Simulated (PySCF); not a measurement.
# C4H3FO2: the cost of one run

Computed with PySCF 2.14.0, with density-fitted response routines of our own, on a single molecule in the gas phase. Atoms count from 0, in the outputs and in this text.

### Step 1. The starting structure

10 atoms, charge 0, multiplicity 1; geometry from: GFN2-xTB.

Bonds of the start (Å): O0–C1 1.20, C1–C2 1.46, C2–C3 1.35, C3–C4 1.51, C4–F5 1.35, C4–O6 1.43, O6–C2 1.39, C1–H7 1.10, C3–H8 1.07, C4–H9 1.10.

### Step 2. TDDFT and polarisability: CAM-B3LYP/def2-SVPD

What the job is given:

```
{"job": {"kind": "uv", "xc": "CAM-B3LYP", "basis": "def2-SVPD", "nstates": 8, "ntriplets": 3}, "charge": 0, "multiplicity": 1}
O      2.660695    -0.591008     0.517393
C      1.907690     0.251246     0.109069
C      0.460352     0.083942     0.011991
C     -0.476416    -0.852471     0.263715
C     -1.487850     0.175492    -0.175594
F     -2.212836    -0.093769    -1.276068
O     -0.406076     1.073304    -0.440986
H      2.247227     1.241542    -0.242202
H     -0.521441    -1.857107     0.619175
H     -2.162462     0.573484     0.590980
```

With the program's defaults for keys left out, this is: TDDFT CAM-B3LYP/def2-SVPD, vertical, gas phase, core orbitals frozen in the response.

Command:

```console
OMP_NUM_THREADS=1 python probes_run.py task.json out
```

One launch serves the whole session: the jobs run in the order shown.

**Question.** How long does this first job take on 1 thread of Intel Xeon at 2.50GHz, shared host, and how much memory does it need?

About 59 s, with a peak of 0.73 GiB.
